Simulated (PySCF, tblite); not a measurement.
**1-chloroheptafluoropropane: a rotation path, then NMR shifts on frames**

How do NMR shifts of 1-chloroheptafluoropropane (`FC(F)(F)C(F)(F)C(F)(F)Cl`) change as the atoms move?

Computed with tblite 0.8.0 and PySCF 2.14.0, with density-fitted response routines of our own, on a single molecule in the gas phase. Atoms are numbered from 0 throughout.

## Step 1: Starting geometry

11 atoms, charge 0, multiplicity 1; geometry from: GFN2-xTB.

Bonds of the start (Å): F0–C1 1.33, C1–F2 1.33, C1–F3 1.33, C1–C4 1.56, C4–F5 1.34, C4–F6 1.34, C4–C7 1.55, C7–F8 1.34, C7–F9 1.34, C7–Cl10 1.78.

## Step 2: The rotation path with GFN2-xTB

What the job is given:

```
{"job": {"kind": "neb", "xc": "GFN2-xTB", "basis": "xTB", "atoms": [2, 1, 4, 5], "turn": 120}, "charge": 0, "multiplicity": 1}
F      2.384183     0.393829     0.405316
C      1.269280     0.356294    -0.313451
F      1.040903     1.576818    -0.783568
F      1.470978    -0.455404    -1.344628
C      0.079255    -0.138308     0.568955
F     -0.049788     0.695930     1.614025
F      0.387017    -1.351151     1.057817
C     -1.272179    -0.219684    -0.195660
F     -1.590405     0.981405    -0.688368
F     -1.157120    -1.050246    -1.236675
Cl    -2.556699    -0.786812     0.890272
```

Method: GFN2-xTB climbing-image nudged elastic band, gas phase.

Launch:

```bash
> OMP_NUM_THREADS=1 python probes_run.py task.json out
```

The driver reads the jobs from task.json and runs them one after another.

Log:

```text
image   E - E0 / eV
  0       0.0000
  1       0.0076
  2       0.0225
  3       0.0368
  4       0.0431
  5       0.0377
  6       0.0238
  7       0.0084
  8       0.0000
```

Wall time 2 s (1 thread of Intel Xeon 6975P-C, shared host).

The final band, with the dihedral F2–C1–C4–F5:

| image | dihedral (°) | energy (eV) | energy (kcal/mol) |
| --- | --- | --- | --- |
| 0 | -61 | 0.000 | 0.0 |
| 1 | -46 | 0.008 | 0.2 |
| 2 | -31 | 0.022 | 0.5 |
| 3 | -16 | 0.037 | 0.8 |
| 4 | -1 | 0.043 | 1.0 |
| 5 | 14 | 0.038 | 0.9 |
| 6 | 29 | 0.024 | 0.5 |
| 7 | 44 | 0.008 | 0.2 |
| 8 | 58 | 0.000 | 0.0 |

## Step 3: NMR shieldings: image 0, PBE0/pcSseg-1

What the job is given:

```
{"job": {"kind": "nmr", "xc": "PBE0", "basis": "pcSseg-1", "pop": false}, "charge": 0, "multiplicity": 1}
F      2.384200     0.393800     0.405300
C      1.269300     0.356300    -0.313500
F      1.040900     1.576800    -0.783600
F      1.471000    -0.455400    -1.344600
C      0.079300    -0.138300     0.569000
F     -0.049800     0.695900     1.614000
F      0.387000    -1.351200     1.057800
C     -1.272200    -0.219700    -0.195700
F     -1.590400     0.981400    -0.688400
F     -1.157100    -1.050200    -1.236700
Cl    -2.556700    -0.786800     0.890300
```

Level: GIAO PBE0/pcSseg-1 NMR shielding, non-relativistic, gas phase.

Log:

```text
coarse grid: 12488 points
cycle   1  E = -1271.9583293510  dE =  2.083e+00  |g| = 1.384e+00  |ddm| = 3.036e+00
cycle   2  E = -1271.3778972483  dE =  5.804e-01  |g| = 2.403e+00  |ddm| = 2.032e+00
cycle   3  E = -1272.2887113170  dE = -9.108e-01  |g| = 8.016e-02  |ddm| = 1.338e+00
cycle   4  E = -1272.2890523286  dE = -3.410e-04  |g| = 6.856e-02  |ddm| = 8.846e-02
cycle   5  E = -1272.2898103241  dE = -7.580e-04  |g| = 1.184e-02  |ddm| = 4.364e-02
cycle   6  E = -1272.2898286440  dE = -1.832e-05  |g| = 2.460e-03  |ddm| = 6.982e-03
cycle   7  E = -1272.2898295743  dE = -9.303e-07  |g| = 7.596e-04  |ddm| = 1.973e-03
final grid: 126600 points
cycle   8  E = -1272.3982644945  dE = -6.876e-05  |g| = 7.269e-03  |ddm| = 2.399e-02
cycle   9  E = -1272.3982545626  dE =  9.932e-06  |g| = 1.090e-02  |ddm| = 9.900e-03
cycle  10  E = -1272.3982730957  dE = -1.853e-05  |g| = 5.687e-04  |ddm| = 5.649e-03
cycle  11  E = -1272.3982731253  dE = -2.962e-08  |g| = 2.245e-04  |ddm| = 6.333e-04
cycle  12  E = -1272.3982731331  dE = -7.742e-09  |g| = 9.542e-05  |ddm| = 2.421e-04
cycle  13  E = -1272.3982731346  dE = -1.553e-09  |g| = 1.276e-05  |ddm| = 6.436e-05
cycle  14  E = -1272.3982731347  dE = -2.774e-11  |g| = 5.114e-06  |ddm| = 1.368e-05
converged SCF energy = -1272.3982731347

GIAO shielding tensors (ppm)
atom      isotropic    diamagn.    paramagn.     s11        s22        s33       span
  0 F      265.596     469.175    -203.578    194.000    254.301    348.488    154.489
  1 C       59.616     239.243    -179.627     49.021     62.468     67.359     18.337
  2 F      262.380     471.959    -209.579    191.656    258.924    336.560    144.904
  3 F      262.464     471.970    -209.506    191.831    258.987    336.574    144.743
  4 C       72.360     242.702    -170.342     56.585     77.680     82.814     26.229
  5 F      310.157     471.021    -160.864    227.975    336.768    365.728    137.753
  6 F      310.193     471.019    -160.825    228.019    336.734    365.828    137.808
  7 C       50.548     238.812    -188.264     33.922     50.676     67.046     33.124
  8 F      245.697     471.878    -226.181    170.436    258.677    307.978    137.542
  9 F      245.614     471.867    -226.254    170.327    258.581    307.934    137.607
 10 Cl     622.237    1144.146    -521.909    345.693    480.935   1040.084    694.391
```

Wall time 37 s (1 thread of Intel Xeon 6975P-C, shared host); peak memory 0.88 GiB.

Shifts follow as δ = σ(reference) − σ, with reference shieldings (ppm) from runs at the same level and on the same kind of geometry: ¹³C TMS 186.9, ¹⁹F CFCl3 170.9, ³⁵Cl HCl 950. The references are single molecules in the gas phase, so shifts against H2O, NH3, PH3, H3PO4 or CFCl3 are not on the usual liquid scales and can be off by tens of ppm. Each atom is listed at this fixed geometry, with no averaging over motion; a spectrum would average atoms that exchange fast.

| atoms | environment | σ (ppm) | δ (ppm) |
| --- | --- | --- | --- |
| C7 | fully substituted sp3 carbon bonded to Cl and 2 F | 50.5 | 136.4 |
| C1 | CF3 carbon | 59.6 | 127.3 |
| C4 | fully substituted sp3 carbon bonded to 2 F | 72.4 | 114.6 |
| F9 | fluorine of a CF2 group | 245.6 | -74.7 |
| F8 | fluorine of a CF2 group | 245.7 | -74.8 |
| F2 | fluorine of a CF3 group | 262.4 | -91.4 |
| F3 | fluorine of a CF3 group | 262.5 | -91.5 |
| F0 | fluorine of a CF3 group | 265.6 | -94.7 |
| F5 | fluorine of a CF2 group | 310.2 | -139.2 |
| F6 | fluorine of a CF2 group | 310.2 | -139.2 |
| Cl10 | chlorine bonded to C | 622 | 328 |

## Step 4: NMR shieldings: image 2, PBE0/pcSseg-1

What the job is given:

```
{"job": {"kind": "nmr", "xc": "PBE0", "basis": "pcSseg-1", "pop": false}, "charge": 0, "multiplicity": 1}
F      2.408000    -0.029800     0.210600
C      1.261100     0.385800    -0.310200
F      1.286300     1.710800    -0.378100
F      1.185600    -0.084900    -1.549900
C      0.062400    -0.079400     0.584300
F     -0.145400     0.863600     1.519600
F      0.401600    -1.209300     1.225100
C     -1.250200    -0.312900    -0.212300
F     -1.570200     0.804700    -0.873800
F     -1.066800    -1.271100    -1.125800
Cl    -2.567000    -0.774800     0.884500
```

Method: GIAO PBE0/pcSseg-1 NMR shielding, non-relativistic, gas phase.

Log:

```text
coarse grid: 12488 points
cycle   1  E = -1271.9581585902  dE =  2.088e+00  |g| = 1.386e+00  |ddm| = 3.052e+00
cycle   2  E = -1271.3715768868  dE =  5.866e-01  |g| = 2.413e+00  |ddm| = 2.042e+00
cycle   3  E = -1272.2898086341  dE = -9.182e-01  |g| = 8.033e-02  |ddm| = 1.345e+00
cycle   4  E = -1272.2901436557  dE = -3.350e-04  |g| = 6.901e-02  |ddm| = 8.780e-02
cycle   5  E = -1272.2909078560  dE = -7.642e-04  |g| = 1.163e-02  |ddm| = 4.381e-02
cycle   6  E = -1272.2909255359  dE = -1.768e-05  |g| = 2.439e-03  |ddm| = 7.287e-03
cycle   7  E = -1272.2909264507  dE = -9.148e-07  |g| = 7.561e-04  |ddm| = 2.024e-03
final grid: 126600 points
cycle   8  E = -1272.3960846450  dE = -6.267e-05  |g| = 6.701e-03  |ddm| = 2.690e-02
cycle   9  E = -1272.3960765652  dE =  8.080e-06  |g| = 9.927e-03  |ddm| = 9.501e-03
cycle  10  E = -1272.3960920892  dE = -1.552e-05  |g| = 6.227e-04  |ddm| = 5.256e-03
cycle  11  E = -1272.3960921296  dE = -4.039e-08  |g| = 1.923e-04  |ddm| = 6.426e-04
cycle  12  E = -1272.3960921350  dE = -5.409e-09  |g| = 9.694e-05  |ddm| = 2.293e-04
cycle  13  E = -1272.3960921367  dE = -1.685e-09  |g| = 1.385e-05  |ddm| = 7.180e-05
cycle  14  E = -1272.3960921367  dE = -3.001e-11  |g| = 4.984e-06  |ddm| = 1.193e-05
converged SCF energy = -1272.3960921367

GIAO shielding tensors (ppm)
atom      isotropic    diamagn.    paramagn.     s11        s22        s33       span
  0 F      261.564     469.021    -207.457    189.892    257.041    337.758    147.866
  1 C       59.319     239.037    -179.718     48.622     63.043     66.292     17.670
  2 F      258.245     470.538    -212.293    184.479    257.678    332.579    148.100
  3 F      262.445     472.480    -210.036    193.589    258.780    334.965    141.376
  4 C       71.545     243.134    -171.589     56.162     76.976     81.498     25.336
  5 F      302.768     470.929    -168.160    219.091    337.244    351.970    132.879
  6 F      305.742     470.752    -165.009    230.906    330.543    355.778    124.871
  7 C       50.615     239.261    -188.645     33.878     50.619     67.349     33.471
  8 F      249.408     472.106    -222.699    172.083    264.205    311.935    139.852
  9 F      244.504     471.742    -227.239    167.638    258.374    307.499    139.862
 10 Cl     622.559    1144.134    -521.575    346.225    480.924   1040.527    694.302
```

It took 31 s on 1 thread of Intel Xeon 6975P-C, shared host; peak memory 0.92 GiB.

Key values: δ C7 136.3, C1 127.6, C4 115.4, F9 -73.6 ppm.

## Step 5: Nuclear shieldings: image 4, PBE0/pcSseg-1

What the job is given:

```
{"job": {"kind": "nmr", "xc": "PBE0", "basis": "pcSseg-1", "pop": false}, "charge": 0, "multiplicity": 1}
F      2.285700    -0.393800    -0.083900
C      1.257300     0.412400    -0.308500
F      1.631600     1.655000    -0.037100
F      0.973800     0.347000    -1.605400
C      0.036000     0.004100     0.594200
F     -0.264300     1.030500     1.406300
F      0.400600    -1.026700     1.373800
C     -1.226300    -0.395400    -0.218600
F     -1.594600     0.621700    -1.003900
F     -0.936600    -1.428500    -1.016600
Cl    -2.557600    -0.823600     0.873800
```

Method: GIAO PBE0/pcSseg-1 NMR shielding, non-relativistic, gas phase.

Log:

```text
coarse grid: 12488 points
cycle   1  E = -1271.9515019737  dE =  2.092e+00  |g| = 1.387e+00  |ddm| = 3.073e+00
cycle   2  E = -1271.3611616237  dE =  5.903e-01  |g| = 2.418e+00  |ddm| = 2.038e+00
cycle   3  E = -1272.2837595542  dE = -9.226e-01  |g| = 8.060e-02  |ddm| = 1.341e+00
cycle   4  E = -1272.2840959556  dE = -3.364e-04  |g| = 6.929e-02  |ddm| = 8.686e-02
cycle   5  E = -1272.2848621480  dE = -7.662e-04  |g| = 1.150e-02  |ddm| = 4.378e-02
cycle   6  E = -1272.2848794621  dE = -1.731e-05  |g| = 2.433e-03  |ddm| = 7.576e-03
cycle   7  E = -1272.2848803735  dE = -9.114e-07  |g| = 7.509e-04  |ddm| = 2.098e-03
final grid: 126600 points
cycle   8  E = -1272.3940731543  dE = -6.689e-05  |g| = 7.026e-03  |ddm| = 2.297e-02
cycle   9  E = -1272.3940640912  dE =  9.063e-06  |g| = 1.045e-02  |ddm| = 9.728e-03
cycle  10  E = -1272.3940812747  dE = -1.718e-05  |g| = 6.152e-04  |ddm| = 5.501e-03
cycle  11  E = -1272.3940813120  dE = -3.728e-08  |g| = 2.112e-04  |ddm| = 6.448e-04
cycle  12  E = -1272.3940813186  dE = -6.559e-09  |g| = 9.771e-05  |ddm| = 2.342e-04
cycle  13  E = -1272.3940813202  dE = -1.646e-09  |g| = 1.282e-05  |ddm| = 6.836e-05
cycle  14  E = -1272.3940813202  dE = -2.137e-11  |g| = 4.937e-06  |ddm| = 1.244e-05
converged SCF energy = -1272.3940813202

GIAO shielding tensors (ppm)
atom      isotropic    diamagn.    paramagn.     s11        s22        s33       span
  0 F      256.895     469.228    -212.333    184.677    258.071    327.938    143.262
  1 C       59.189     238.777    -179.588     48.278     63.721     65.569     17.291
  2 F      257.124     469.208    -212.083    185.024    258.518    327.830    142.806
  3 F      258.560     472.629    -214.069    189.392    255.113    331.175    141.783
  4 C       70.824     243.564    -172.740     55.873     76.666     79.934     24.061
  5 F      298.461     470.663    -172.202    223.632    330.142    341.608    117.976
  6 F      298.915     470.688    -171.773    223.016    331.745    341.986    118.970
  7 C       50.650     239.602    -188.952     34.034     50.442     67.474     33.441
  8 F      247.697     472.005    -224.308    169.773    263.186    310.132    140.358
  9 F      247.910     471.965    -224.055    169.949    263.125    310.655    140.706
 10 Cl     622.767    1144.129    -521.362    346.752    480.339   1041.211    694.459
```

Run time: 26 s. Hardware: 1 thread of Intel Xeon 6975P-C, shared host; peak memory 0.92 GiB.

In short: δ C7 136.3, C1 127.7, C4 116.1, F8 -76.8 ppm.

## Step 6: Shielding tensors: image 6, PBE0/pcSseg-1

What the job is given:

```
{"job": {"kind": "nmr", "xc": "PBE0", "basis": "pcSseg-1", "pop": false}, "charge": 0, "multiplicity": 1}
F      2.037500    -0.621900    -0.428400
C      1.247000     0.437100    -0.308600
F      1.945500     1.418100     0.247200
F      0.898800     0.821700    -1.531100
C      0.009000     0.085700     0.584500
F     -0.371500     1.181900     1.259900
F      0.400200    -0.827700     1.489700
C     -1.198600    -0.476800    -0.215200
F     -1.608500     0.417600    -1.118900
F     -0.815800    -1.567700    -0.888200
Cl    -2.538200    -0.865500     0.883100
```

Level: GIAO PBE0/pcSseg-1 NMR shielding, non-relativistic, gas phase.

Log:

```text
coarse grid: 12488 points
cycle   1  E = -1271.9545462062  dE =  2.088e+00  |g| = 1.385e+00  |ddm| = 3.050e+00
cycle   2  E = -1271.3691170686  dE =  5.854e-01  |g| = 2.411e+00  |ddm| = 2.043e+00
cycle   3  E = -1272.2858536185  dE = -9.167e-01  |g| = 8.037e-02  |ddm| = 1.347e+00
cycle   4  E = -1272.2861928256  dE = -3.392e-04  |g| = 6.889e-02  |ddm| = 8.785e-02
cycle   5  E = -1272.2869551113  dE = -7.623e-04  |g| = 1.169e-02  |ddm| = 4.378e-02
cycle   6  E = -1272.2869729867  dE = -1.788e-05  |g| = 2.452e-03  |ddm| = 7.322e-03
cycle   7  E = -1272.2869739116  dE = -9.249e-07  |g| = 7.576e-04  |ddm| = 2.031e-03
final grid: 126600 points
cycle   8  E = -1272.3960039712  dE = -6.856e-05  |g| = 7.303e-03  |ddm| = 2.283e-02
cycle   9  E = -1272.3959941309  dE =  9.840e-06  |g| = 1.091e-02  |ddm| = 1.008e-02
cycle  10  E = -1272.3960126664  dE = -1.854e-05  |g| = 5.969e-04  |ddm| = 5.689e-03
cycle  11  E = -1272.3960126995  dE = -3.308e-08  |g| = 2.383e-04  |ddm| = 6.607e-04
cycle  12  E = -1272.3960127081  dE = -8.597e-09  |g| = 9.656e-05  |ddm| = 2.445e-04
cycle  13  E = -1272.3960127097  dE = -1.567e-09  |g| = 1.340e-05  |ddm| = 6.584e-05
cycle  14  E = -1272.3960127097  dE = -2.683e-11  |g| = 5.294e-06  |ddm| = 1.356e-05
converged SCF energy = -1272.3960127097

GIAO shielding tensors (ppm)
atom      isotropic    diamagn.    paramagn.     s11        s22        s33       span
  0 F      258.192     470.572    -212.380    184.494    257.134    332.949    148.454
  1 C       59.349     239.024    -179.675     48.701     63.044     66.303     17.602
  2 F      261.719     469.029    -207.310    190.290    256.655    338.212    147.922
  3 F      262.572     472.473    -209.901    193.821    259.097    334.796    140.975
  4 C       71.599     243.126    -171.526     56.124     77.126     81.547     25.423
  5 F      305.377     470.749    -165.372    231.264    329.186    355.680    124.416
  6 F      303.537     470.958    -167.422    219.111    338.630    352.868    133.757
  7 C       50.564     239.194    -188.630     33.891     50.544     67.258     33.366
  8 F      244.450     471.773    -227.323    168.013    258.334    307.002    138.989
  9 F      249.193     472.032    -222.838    172.066    263.547    311.966    139.900
 10 Cl     621.619    1144.138    -522.519    345.025    479.213   1040.618    695.593
```

Run time: 29 s. Hardware: 1 thread of Intel Xeon 6975P-C, shared host; peak memory 0.92 GiB.

In short: δ C7 136.4, C1 127.6, C4 115.3, F8 -73.5 ppm.

## Step 7: Shielding tensors: image 8, PBE0/pcSseg-1

What the job is given:

```
{"job": {"kind": "nmr", "xc": "PBE0", "basis": "pcSseg-1", "pop": false}, "charge": 0, "multiplicity": 1}
F      1.752000    -0.652600    -0.818400
C      1.234800     0.460000    -0.310600
F      2.172000     1.056300     0.414800
F      0.916000     1.266400    -1.316200
C     -0.012400     0.145400     0.574900
F     -0.468700     1.296800     1.095000
F      0.376400    -0.632800     1.598700
C     -1.160400    -0.559800    -0.201800
F     -1.555200     0.205200    -1.224500
F     -0.719100    -1.709700    -0.721200
Cl    -2.529900    -0.872500     0.883400
```

With the program's defaults for keys left out, this is: GIAO PBE0/pcSseg-1 NMR shielding, non-relativistic, gas phase.

Log:

```text
coarse grid: 12488 points
cycle   1  E = -1271.9601491092  dE =  2.083e+00  |g| = 1.384e+00  |ddm| = 3.035e+00
cycle   2  E = -1271.3796565036  dE =  5.805e-01  |g| = 2.403e+00  |ddm| = 2.031e+00
cycle   3  E = -1272.2905537803  dE = -9.109e-01  |g| = 8.010e-02  |ddm| = 1.338e+00
cycle   4  E = -1272.2908938415  dE = -3.401e-04  |g| = 6.852e-02  |ddm| = 8.831e-02
cycle   5  E = -1272.2916508212  dE = -7.570e-04  |g| = 1.184e-02  |ddm| = 4.355e-02
cycle   6  E = -1272.2916691199  dE = -1.830e-05  |g| = 2.458e-03  |ddm| = 6.974e-03
cycle   7  E = -1272.2916700468  dE = -9.269e-07  |g| = 7.602e-04  |ddm| = 1.970e-03
final grid: 126600 points
cycle   8  E = -1272.3982714423  dE = -6.236e-05  |g| = 7.231e-03  |ddm| = 2.373e-02
cycle   9  E = -1272.3982616303  dE =  9.812e-06  |g| = 1.083e-02  |ddm| = 9.862e-03
cycle  10  E = -1272.3982799198  dE = -1.829e-05  |g| = 5.778e-04  |ddm| = 5.615e-03
cycle  11  E = -1272.3982799511  dE = -3.137e-08  |g| = 2.190e-04  |ddm| = 6.421e-04
cycle  12  E = -1272.3982799586  dE = -7.449e-09  |g| = 9.351e-05  |ddm| = 2.369e-04
cycle  13  E = -1272.3982799601  dE = -1.506e-09  |g| = 1.223e-05  |ddm| = 6.284e-05
cycle  14  E = -1272.3982799601  dE = -2.183e-11  |g| = 5.022e-06  |ddm| = 1.333e-05
converged SCF energy = -1272.3982799601

GIAO shielding tensors (ppm)
atom      isotropic    diamagn.    paramagn.     s11        s22        s33       span
  0 F      262.282     471.995    -209.712    191.552    258.842    336.453    144.901
  1 C       59.637     239.252    -179.615     49.022     62.502     67.386     18.364
  2 F      265.842     469.155    -203.313    194.344    254.792    348.391    154.047
  3 F      262.288     471.974    -209.686    191.541    258.844    336.478    144.936
  4 C       72.365     242.719    -170.355     56.622     77.573     82.899     26.277
  5 F      310.305     471.008    -160.703    228.241    336.791    365.882    137.641
  6 F      310.263     471.016    -160.753    228.024    336.776    365.988    137.964
  7 C       50.540     238.856    -188.316     33.873     50.725     67.022     33.149
  8 F      245.629     471.887    -226.258    170.348    258.708    307.831    137.483
  9 F      245.598     471.880    -226.282    170.334    258.688    307.771    137.438
 10 Cl     622.626    1144.148    -521.521    346.061    481.708   1040.109    694.048
```

Run time: 28 s. Hardware: 1 thread of Intel Xeon 6975P-C, shared host; peak memory 0.92 GiB.

Key values: δ C7 136.4, C1 127.3, C4 114.6, F9 -74.7 ppm.

## Step 8: Side by side: NMR shifts

Shifts (ppm) of some atoms, chosen among heavy atoms and hydrogens apart, with basis size and wall time:

| frame | F8 | F2 | F0 | F5 | F6 | functions | time |
| --- | --- | --- | --- | --- | --- | --- | --- |
| image 0 | -74.8 | -91.4 | -94.7 | -139.2 | -139.2 | 194 | 37 s |
| image 2 | -78.5 | -87.3 | -90.6 | -131.8 | -134.8 | 194 | 31 s |
| image 4 | -76.8 | -86.2 | -85.9 | -127.5 | -128.0 | 194 | 26 s |
| image 6 | -73.5 | -90.8 | -87.2 | -134.4 | -132.6 | 194 | 29 s |
| image 8 | -74.7 | -94.9 | -91.3 | -139.4 | -139.3 | 194 | 28 s |

## Step 9: Summary of results

| quantity | value |
| --- | --- |
| barrier | 0.043 eV (1.0 kcal/mol) at image 4 |
| end to end (GFN2-xTB) | 0.000 eV |
| ¹³C shifts against TMS (PBE0/pcSseg-1, image 0) | 136.4, 127.3, 114.6 ppm |
| ¹⁹F shifts against CFCl3 (PBE0/pcSseg-1, image 0) | -74.7, -74.8, -91.4, -91.5, -94.7, -139.2, -139.2 ppm |
| ³⁵Cl shifts against HCl (PBE0/pcSseg-1, image 0) | 328 ppm |
| range of the shift of F5 | -139.4 to -127.5 ppm |

What this shows: Along the band the dihedral turns by 120°, and the top (dihedral -1°) lies 1.0 kcal/mol above the start (GFN2-xTB, rough), so at room temperature this motion is fast. The top was not checked by a frequency run. Shifts at one fixed geometry are not the observed spectrum, which averages over the motion. In the first frame run (image 0): The largest span, 694 ppm, is at Cl10, where the paramagnetic term is -522 ppm. In ppm, F5 moves most: its shift spreads over 11.8 ppm, from -139.4 (image 8) to -127.5 (image 4).
